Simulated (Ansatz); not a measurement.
# Sb3Pb: the cost of one run

Method: DFT PBE, scalar-relativistic, plane waves, PAW, unless a step names another level, in Ansatz 0.2.0.

## (1) Starting point

Symmetry: Im-3m, No. 229, cubic system. The conventional cell has a = 6.300 Å, b = 6.300 Å, c = 6.300 Å, α = 90.00°, β = 90.00°, γ = 90.00°. Sb (site symmetry 4/mmm) is surrounded by 4 Sb at 3.15 Å and 2 Pb at 3.15 Å. Pb (site symmetry m-3m) is surrounded by 6 Sb at 3.15 Å.

Coordinates:

```cif
data_structure
_symmetry_space_group_name_H-M 'P 1'
_symmetry_Int_Tables_number 1
_cell_length_a 5.4556
_cell_length_b 5.4556
_cell_length_c 5.4556
_cell_angle_alpha 109.471
_cell_angle_beta 109.471
_cell_angle_gamma 109.471
_cell_volume 125.00
loop_
_atom_site_label
_atom_site_type_symbol
_atom_site_fract_x
_atom_site_fract_y
_atom_site_fract_z
_atom_site_occupancy
Sb1 Sb 0.00000 0.50000 0.50000 1
Sb2 Sb 0.50000 0.00000 0.50000 1
Sb3 Sb 0.50000 0.50000 0.00000 1
Pb1 Pb 0.00000 0.00000 0.00000 1
```

It is the end of an earlier relaxation with the same method, from a generated guess; it needn't be the stable form of this composition. At a tolerance of 0.05 Å it has space group Im-3m (No. 229); it has 31.25 Å³/atom, an uncorrected energy of +0.06 eV/atom over the elements.

## (2) Static run: bands, density of states and charges

File input.yaml:

```yaml
crystal:
  lattice:
    - [-3.1497930176, 3.1497930176, 3.1497930176]
    - [3.1497930176, -3.1497930176, 3.1497930176]
    - [3.1497930176, 3.1497930176, -3.1497930176]
  atoms:
    - { symbol: Sb, position: [0.0, 0.5, 0.5] }
    - { symbol: Sb, position: [0.5, 0.0, 0.5] }
    - { symbol: Sb, position: [0.5, 0.5, 0.0] }
    - { symbol: Pb, position: [0.0, 0.0, 0.0] }
basis:
  ecutwfc: 420
kpoints:
  mp_grid: { grid: [10, 10, 10] }
  band_path:
    path:
      - [[0.0, 0.0, 0.0], [0.5, -0.5, 0.5], [0.0, 0.0, 0.5], [0.0, 0.0, 0.0], [0.25, 0.25, 0.25], [0.5, -0.5, 0.5]]
      - [[0.25, 0.25, 0.25], [0.0, 0.0, 0.5]]
    npoints: 14
hamiltonian:
  xc: pbe
scf:
  occupations: { method: gaussian, width: 0.1 }
  n_extra_bands: 10
output:
  forces: true
  stress: true
  eigenvalues: true
  populations: true
  dos: { projected: true, de: 0.02, nscf_kmesh: { grid: [12, 12, 12] } }
  bader: true
  write_density: true
  write_potential: true
  elf: true
  volumetric_format: npy
```

On the command line:

```
> ansatz run input.yaml --threads 1 --pin off --max-ram 2048MiB --backend cpu --events-out ev --progress --plain --runs-dir out
```

**Question.** How long does this run take on 1 thread of Intel Xeon Platinum 8259CL at 2.50GHz (Skylake/Cascade Lake), shared host, and how much memory does it need?

About 89 s, with a peak of 0.6 GiB.
